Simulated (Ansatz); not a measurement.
# Ag2IBr: the cost of one run

Program: Ansatz 0.2.0. PAW datasets, plane waves, zero pressure. All values are calculated for a non-magnetic cell, which may be hypothetical.

## Step 1: The system as given

This is the cell as the run starts from it, not yet at rest; its lengths are not the crystal's.

It is trigonal, R-3m (No. 166); a = 4.034 Å, c = 19.762 Å in the conventional setting, 23.21 Å³ an atom. Near Br stand 6 Ag at 2.85 Å; near I stand 6 Ag at 2.85 Å; near Ag stand 3 Br at 2.85 Å and 3 I at 2.85 Å.

Structure file:

```cif
data_structure
_symmetry_space_group_name_H-M 'R-3m:H'
_symmetry_Int_Tables_number 166
_cell_length_a 4.0339
_cell_length_b 4.0339
_cell_length_c 19.7620
_cell_angle_alpha 90.000
_cell_angle_beta 90.000
_cell_angle_gamma 120.000
_cell_volume 278.49
loop_
_atom_site_label
_atom_site_type_symbol
_atom_site_symmetry_multiplicity
_atom_site_Wyckoff_symbol
_atom_site_fract_x
_atom_site_fract_y
_atom_site_fract_z
_atom_site_occupancy
Br1 Br 3 a 0.00000 0.00000 0.00000 1
I1 I 3 b 0.33333 0.66667 0.16667 1
Ag1 Ag 6 c 0.00000 0.00000 0.25000 1
```

## Step 2: Relaxation with PBE

Contents of input.yaml:

```yaml
crystal:
  lattice:
    - [2.0169556253, 1.1644898732, 6.5873494878]
    - [-2.0169556253, 1.1644898732, 6.5873494878]
    - [0.0, -2.3289797464, 6.5873494878]
  atoms:
    - { symbol: Br, position: [1.0, 0.0, 0.0] }
    - { symbol: I, position: [0.5, 0.5, 0.5] }
    - { symbol: Ag, position: [0.25, 0.25, 0.25] }
    - { symbol: Ag, position: [0.75, 0.75, 0.75] }
kpoints:
  mp_grid: { grid: [6, 6, 6] }
hamiltonian:
  xc: pbe
scf:
  occupations: { method: fermi_dirac, width: 0.02 }
relax:
  f_tol: 0.005
  cell: {}
```

Launch:

```console
$ ansatz run input.yaml --threads 2 --pin off --max-ram 2211MiB --backend cpu --events-out ev --progress --plain --runs-dir out
```

Q: Estimate wall time and peak memory on 2 threads of Intel Xeon at 2.70GHz, shared host.

About 22 s, with a peak of 0.48 GiB.
